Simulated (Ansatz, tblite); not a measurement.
**B6As6 wurtzite hole sphere (B6As6): charged states by level of theory**

What does removing or adding an electron cost or gain for B6As6 wurtzite hole sphere (B6As6)? Each charged state is run at several levels.

The runs use Ansatz 0.2.0, Gaussian basis; as each input shows.

The runs, in order: charge +1 doublet, at the geometry of the singlet (PBE0-D4/def2-TZVP, PBE-D4/def2-TZVP, LDA/def2-TZVP); charge -1 doublet, at the geometry of the singlet (PBE0-D4/def2-TZVP, PBE-D4/def2-TZVP, LDA/def2-TZVP); the starting singlet's energies come from earlier runs.

### Step 1. The structure

The singlet was relaxed beforehand with PBE-D4/def2-SVP.

12 atoms, charge 0, spin multiplicity 1.

Atoms are counted from 1 here; the program's logs count them from 0.

Bond lengths: B1–As2 2.016 Å, B1–B5 1.773 Å, B1–As7 2.016 Å, B1–B9 1.773 Å, As2–B4 2.107 Å, As2–B5 2.028 Å, As3–B4 2.335 Å, As3–As6 2.475 Å, As3–B8 2.338 Å, As3–As11 2.476 Å, B4–As6 2.015 Å, B4–B8 1.816 Å, B4–B12 1.869 Å, B5–B9 1.754 Å, B5–As10 2.025 Å, As6–B12 2.175 Å, As7–B8 2.107 Å, As7–B9 2.028 Å and more. Angles: As2–B1–B5 64.4°, As2–B1–As7 171.1°, As2–B1–B9 123.6°, B5–B1–As7 123.6°, B5–B1–B9 59.3°, As7–B1–B9 64.4°, B1–As2–B4 59.1°, B1–As2–B5 52.0°, B4–As2–B5 59.4°, B4–As3–As6 49.4°, B4–As3–B8 45.7°, B4–As3–As11 83.3°, As6–As3–B8 83.3°, As6–As3–As11 86.7°, B8–As3–As11 49.4°, As2–B4–As3 148.9°, As2–B4–As6 122.4°, As2–B4–B8 121.5° and more.

### Step 2. Charge +1 doublet at the fixed geometry, PBE0-D4/def2-TZVP

in.yaml

```yaml
crystal:
  periodic: [false, false, false]
  atoms:
    - {symbol: B, position_ang: [-0.007928, -1.009687, -1.356890]}
    - {symbol: As, position_ang: [-2.017572, -1.146977, -1.281125]}
    - {symbol: As, position_ang: [0.006189, -1.126485, 2.490260]}
    - {symbol: B, position_ang: [-0.907002, -0.570758, 0.414742]}
    - {symbol: B, position_ang: [-0.881189, 0.532829, -1.311756]}
    - {symbol: As, position_ang: [-1.689314, 0.569800, 1.880425]}
    - {symbol: As, position_ang: [2.001766, -1.155973, -1.298958]}
    - {symbol: B, position_ang: [0.909104, -0.573740, 0.405755]}
    - {symbol: B, position_ang: [0.872743, 0.528994, -1.320778]}
    - {symbol: As, position_ang: [0.000827, 2.341960, -1.092069]}
    - {symbol: As, position_ang: [1.707387, 0.560171, 1.866340]}
    - {symbol: B, position_ang: [0.004999, 1.049856, 0.604065]}
basis:
  gaussian: {orbitals: def2-TZVP, fitting: {mean_field: def2-universal-jkfit}}
total_charge: 1
magnetization: {spin_polarized: true, initial_magnetization: 1}
hamiltonian: {xc: pbe0, dispersion: d4}
scf: {omitted_lower_state_checks: [starts]}
output: {orbitals: {seedname: orbitals}}
```

On the command line:

```sh
> ansatz run in.yaml --threads 2 --pin off --events-out ev --progress --plain --max-ram 32768MiB --backend cuda --devices 0, --max-vram 18GiB
```

Standard output:

```text
Functional definition: PBE0
  name "PBE0"
  cite "Adamo & Barone, J. Chem. Phys. 110, 6158 (1999) doi:10.1063/1.478522"
  cite "Perdew, Burke & Ernzerhof, Phys. Rev. Lett. 77, 3865 (1996) doi:10.1103/PhysRevLett.77.3865"
  parent pbe
  parameter a = 0.25
  parameter kappa = 0.804
  parameter beta = 0.06672455060314922
  exchange = (1 - a)*pbe_x(kappa = kappa, mu = beta*pi^2/3) + a*exact_x
  correlation = pbe_c(beta = beta)
these checks for a lower state are left out or cut short: starts
2046 factors; integrals over basis functions are off by at most 2.2e-1 eV
mean field evaluation 1: about -368990.3108 eV, gradient 1.1e2 eV
mean field evaluation 2: about -368449.6584 eV, gradient 2.7e2 eV
mean field evaluation 4: about -368952.5502 eV, gradient 1.2e2 eV
mean field evaluation 8: about -369051.8150 eV, gradient 7.0e-1 eV
mean field evaluation 16: about -369051.8129 eV, gradient 5.9e-3 eV
mean field -369051.81288015 eV, -13562.4039710422 hartree, gradient 8.6e-5 eV, S^2 0.761006; 0 other end points of the search recorded, 0 dependent functions left out
reference -369051.81291181 eV, -13562.4039722056 hartree; 114, 113 occupied and 360, 361 virtual orbitals, 2046 factors
Total energy: -369052.90608232 eV, -13562.4441454810 hartree
Checks for a lower state left out: starts
```

Run time: 12 s. Hardware: 1 × H100 (card shared with other runs) with 2 threads of AMD EPYC 7R13, shared host; peak host memory 1.1 GiB.

Report: HOMO -10.25 eV, LUMO -8.41 eV (over both spins); ⟨S²⟩ 0.761 (pure: 0.75).

### Step 3. Charge +1 doublet at the fixed geometry, PBE-D4/def2-TZVP

start.molden holds the orbitals of an earlier run on this state, given as this run's starting guess.

in.yaml, as its differences from that of step 2:

```diff
@@ -16,6 +16,6 @@
 basis:
-  gaussian: {orbitals: def2-TZVP, fitting: {mean_field: def2-universal-jkfit}}
+  gaussian: {orbitals: def2-TZVP, fitting: {mean_field: def2-universal-jkfit}, initial_orbitals: start.molden}
 total_charge: 1
 magnetization: {spin_polarized: true, initial_magnetization: 1}
-hamiltonian: {xc: pbe0, dispersion: d4}
+hamiltonian: {xc: pbe, dispersion: d4}
 scf: {omitted_lower_state_checks: [starts]}
```

The command is unchanged.

Standard output:

```text
Functional definition: PBE
  name "PBE"
  cite "Perdew, Burke & Ernzerhof, Phys. Rev. Lett. 77, 3865 (1996) doi:10.1103/PhysRevLett.77.3865"
  parent pbe
  parameter kappa = 0.804
  parameter beta = 0.06672455060314922
  exchange = pbe_x(kappa = kappa, mu = beta*pi^2/3)
  correlation = pbe_c(beta = beta)
these checks for a lower state are left out or cut short: starts
2046 factors; integrals over basis functions are off by at most 2.2e-1 eV
mean field evaluation 1: about -369040.8811 eV, gradient 1.4e1 eV
mean field evaluation 2: about -369041.2139 eV, gradient 4.6e-1 eV
mean field evaluation 4: about -369041.2118 eV, gradient 8.0e-2 eV
mean field evaluation 8: about -369041.2118 eV, gradient 2.3e-5 eV
mean field -369041.21183610 eV, -13562.0143898591 hartree, gradient 2.3e-5 eV, S^2 0.753407; 0 other end points of the search recorded, 0 dependent functions left out
reference -369041.21187840 eV, -13562.0143914134 hartree; 114, 113 occupied and 360, 361 virtual orbitals, 2046 factors
Total energy: -369042.46527917 eV, -13562.0604530423 hartree
Checks for a lower state left out: starts
```

Run time: 10 s. Hardware: 1 × H100 (card shared with other runs) with 2 threads of AMD EPYC 7R13, shared host; peak host memory 1 GiB.

HOMO -9.34 eV, LUMO -8.97 eV (over both spins); ⟨S²⟩ 0.753 (pure: 0.75).

### Step 4. Charge +1 doublet at the fixed geometry, LDA/def2-TZVP

in.yaml, as its differences from that of step 3:

```diff
@@ -19,3 +19,3 @@
 magnetization: {spin_polarized: true, initial_magnetization: 1}
-hamiltonian: {xc: pbe, dispersion: d4}
+hamiltonian: {xc: lda}
 scf: {omitted_lower_state_checks: [starts]}
```

Same command.

Standard output:

```text
Functional definition: SPW92
  name "SPW92"
  cite "Dirac, Proc. Camb. Phil. Soc. 26, 376 (1930) doi:10.1017/S0305004100016108"
  cite "Slater, Phys. Rev. 81, 385 (1951) doi:10.1103/PhysRev.81.385"
  cite "Perdew & Wang, Phys. Rev. B 45, 13244 (1992) doi:10.1103/PhysRevB.45.13244"
  exchange = slater_x
  correlation = pw_c
these checks for a lower state are left out or cut short: starts
2046 factors; integrals over basis functions are off by at most 2.2e-1 eV
mean field evaluation 1: about -368521.9283 eV, gradient 4.2e1 eV
mean field evaluation 2: about -368523.0007 eV, gradient 1.4e0 eV
mean field evaluation 4: about -368523.0308 eV, gradient 1.0e-1 eV
mean field evaluation 8: about -368523.0311 eV, gradient 2.6e-5 eV
mean field -368523.03106878 eV, -13542.9715978954 hartree, gradient 2.6e-5 eV, S^2 0.751367; 0 other end points of the search recorded, 0 dependent functions left out
reference -368523.03110847 eV, -13542.9715993539 hartree; 114, 113 occupied and 360, 361 virtual orbitals, 2046 factors
Total energy: -368523.03110847 eV, -13542.9715993539 hartree
Checks for a lower state left out: starts
```

Wall time 8 s (1 × H100 (card shared with other runs) with 2 threads of AMD EPYC 7R13, shared host); peak host memory 1 GiB.

HOMO -9.51 eV, LUMO -9.25 eV (over both spins); ⟨S²⟩ 0.751 (pure: 0.75).

### Step 5. Vertical ionisation energy

Charged state less starting state, singlet to doublet; the starting state's energies are those of its earlier runs.

```tsv
level	vertical ionisation energy (eV)	time
LDA/def2-TZVP	+7.14	18 s
PBE-D4/def2-TZVP	+6.92	14 s
PBE0-D4/def2-TZVP	+7.03	17 s
```

Times add the two runs; a level without a time comes out of a correlated run.

Beside −ε(HOMO) of the starting state:

```tsv
level	−ε(HOMO) (eV)	by difference (eV)	mismatch (eV)
LDA/def2-TZVP	5.03	7.14	-2.11
PBE-D4/def2-TZVP	4.82	6.92	-2.10
PBE0-D4/def2-TZVP	5.61	7.03	-1.43
```

### Step 6. Charge -1 doublet at the fixed geometry, PBE0-D4/def2-TZVP

in.yaml, as its differences from that of step 4:

```diff
@@ -16,6 +16,6 @@
 basis:
-  gaussian: {orbitals: def2-TZVP, fitting: {mean_field: def2-universal-jkfit}, initial_orbitals: start.molden}
-total_charge: 1
+  gaussian: {orbitals: def2-TZVP, fitting: {mean_field: def2-universal-jkfit}}
+total_charge: -1
 magnetization: {spin_polarized: true, initial_magnetization: 1}
-hamiltonian: {xc: lda}
+hamiltonian: {xc: pbe0, dispersion: d4}
 scf: {omitted_lower_state_checks: [starts]}
```

Same command.

Standard output, shortened:

```text
Functional definition: PBE0
  name "PBE0"
  cite "Adamo & Barone, J. Chem. Phys. 110, 6158 (1999) doi:10.1063/1.478522"
  cite "Perdew, Burke & Ernzerhof, Phys. Rev. Lett. 77, 3865 (1996) doi:10.1103/PhysRevLett.77.3865"
  parent pbe
[...]
2046 factors; integrals over basis functions are off by at most 2.2e-1 eV
[...]
mean field -369060.12995518 eV, -13562.7096179121 hartree, gradient 1.7e-6 eV, S^2 0.759671; 0 other end points of the search recorded, 0 dependent functions left out
reference -369060.12998730 eV, -13562.7096190925 hartree; 115, 114 occupied and 359, 360 virtual orbitals, 2046 factors
Total energy: -369061.27183354 eV, -13562.7515811676 hartree
Checks for a lower state left out: starts
```

Run time: 17 s. Hardware: 1 × H100 (card shared with other runs) with 2 threads of AMD EPYC 7R13, shared host; peak host memory 1.1 GiB.

Report: HOMO 0.00 eV, LUMO 1.36 eV (over both spins); ⟨S²⟩ 0.760 (pure: 0.75).

### Step 7. Charge -1 doublet at the fixed geometry, PBE-D4/def2-TZVP

in.yaml, as its differences from that of step 6:

```diff
@@ -16,6 +16,6 @@
 basis:
-  gaussian: {orbitals: def2-TZVP, fitting: {mean_field: def2-universal-jkfit}}
+  gaussian: {orbitals: def2-TZVP, fitting: {mean_field: def2-universal-jkfit}, initial_orbitals: start.molden}
 total_charge: -1
 magnetization: {spin_polarized: true, initial_magnetization: 1}
-hamiltonian: {xc: pbe0, dispersion: d4}
+hamiltonian: {xc: pbe, dispersion: d4}
 scf: {omitted_lower_state_checks: [starts]}
```

Same command.

Standard output:

```text
Functional definition: PBE
  name "PBE"
  cite "Perdew, Burke & Ernzerhof, Phys. Rev. Lett. 77, 3865 (1996) doi:10.1103/PhysRevLett.77.3865"
  parent pbe
  parameter kappa = 0.804
  parameter beta = 0.06672455060314922
  exchange = pbe_x(kappa = kappa, mu = beta*pi^2/3)
  correlation = pbe_c(beta = beta)
these checks for a lower state are left out or cut short: starts
2046 factors; integrals over basis functions are off by at most 2.2e-1 eV
mean field evaluation 1: about -369049.0529 eV, gradient 1.4e1 eV
mean field evaluation 2: about -369049.3796 eV, gradient 4.2e-1 eV
mean field evaluation 4: about -369049.3754 eV, gradient 7.9e-2 eV
mean field evaluation 8: about -369049.3754 eV, gradient 2.5e-5 eV
mean field evaluation 16: about -369049.3754 eV, gradient 1.3e-6 eV
mean field -369049.37541581 eV, -13562.3143958797 hartree, gradient 1.3e-6 eV, S^2 0.754524; 0 other end points of the search recorded, 0 dependent functions left out
reference -369049.37545793 eV, -13562.3143974279 hartree; 115, 114 occupied and 359, 360 virtual orbitals, 2046 factors
Total energy: -369050.68484780 eV, -13562.3625166178 hartree
Checks for a lower state left out: starts
```

Wall time 11 s (1 × H100 (card shared with other runs) with 2 threads of AMD EPYC 7R13, shared host); peak host memory 1.1 GiB.

From the report: HOMO 0.70 eV, LUMO 0.76 eV (over both spins); ⟨S²⟩ 0.755 (pure: 0.75). Doubts: highest occupied level lies above zero.

### Step 8. Charge -1 doublet at the fixed geometry, LDA/def2-TZVP

in.yaml, as its differences from that of step 7:

```diff
@@ -19,3 +19,3 @@
 magnetization: {spin_polarized: true, initial_magnetization: 1}
-hamiltonian: {xc: pbe, dispersion: d4}
+hamiltonian: {xc: lda}
 scf: {omitted_lower_state_checks: [starts]}
```

The command is unchanged.

Standard output:

```text
Functional definition: SPW92
  name "SPW92"
  cite "Dirac, Proc. Camb. Phil. Soc. 26, 376 (1930) doi:10.1017/S0305004100016108"
  cite "Slater, Phys. Rev. 81, 385 (1951) doi:10.1103/PhysRev.81.385"
  cite "Perdew & Wang, Phys. Rev. B 45, 13244 (1992) doi:10.1103/PhysRevB.45.13244"
  exchange = slater_x
  correlation = pw_c
these checks for a lower state are left out or cut short: starts
2046 factors; integrals over basis functions are off by at most 2.2e-1 eV
mean field evaluation 1: about -368530.5265 eV, gradient 4.2e1 eV
mean field evaluation 2: about -368531.6093 eV, gradient 1.4e0 eV
mean field evaluation 4: about -368531.6337 eV, gradient 8.8e-2 eV
mean field evaluation 8: about -368531.6338 eV, gradient 2.9e-5 eV
mean field evaluation 16: about -368531.6338 eV, gradient 3.0e-6 eV
mean field -368531.63384430 eV, -13543.2877440647 hartree, gradient 3.0e-6 eV, S^2 0.752011; 0 other end points of the search recorded, 0 dependent functions left out
reference -368531.63388355 eV, -13543.2877455071 hartree; 115, 114 occupied and 359, 360 virtual orbitals, 2046 factors
Total energy: -368531.63388355 eV, -13543.2877455071 hartree
Checks for a lower state left out: starts
```

Wall time 7 s (1 × H100 (card shared with other runs) with 2 threads of AMD EPYC 7R13, shared host); peak host memory 1 GiB.

Report: HOMO 0.54 eV, LUMO 0.54 eV (over both spins; with the spin held, an empty level of the minority spin lies below the top filled one); ⟨S²⟩ 0.752 (pure: 0.75). Doubts: highest occupied level lies above zero.

### Step 9. Vertical electron affinity

Starting state less charged state (positive: the electron is bound), singlet to doublet; the starting state's energies are those of its earlier runs.

```tsv
level	vertical electron affinity (eV)	time
LDA/def2-TZVP	+1.47	17 s
PBE-D4/def2-TZVP	+1.30	14 s
PBE0-D4/def2-TZVP	+1.33	22 s
```

Times add the two runs; a level without a time comes out of a correlated run.

Beside −ε(LUMO) of the starting state:

```tsv
level	−ε(LUMO) (eV)	by difference (eV)	mismatch (eV)
LDA/def2-TZVP	3.49	1.47	+2.03
PBE-D4/def2-TZVP	3.25	1.30	+1.95
PBE0-D4/def2-TZVP	2.61	1.33	+1.28
```

### Step 10. Outcome

| quantity | value |
| --- | --- |
| vertical ionisation energy, functionals in def2-TZVP | 6.92 (PBE-D4) to 7.14 eV (LDA) |
| vertical electron affinity, functionals in def2-TZVP | 1.30 (PBE-D4) to 1.47 eV (LDA) |

What this shows: The vertical ionisation energy spans 6.92 to 7.14 eV over the functionals. −ε(HOMO) misses the level's own difference by -1.43 eV at best (PBE0-D4) and -2.11 eV at worst (LDA). The vertical electron affinity spans 1.30 to 1.47 eV over the functionals. The anion's highest level lies above zero where self-interaction lifts it, so diffuse functions weigh on these values. −ε(LUMO) misses the level's own difference by +1.28 eV at best (PBE0-D4) and +2.03 eV at worst (LDA).

The anion's highest level is positive in at least one run, so there the basis alone may hold the extra electron.
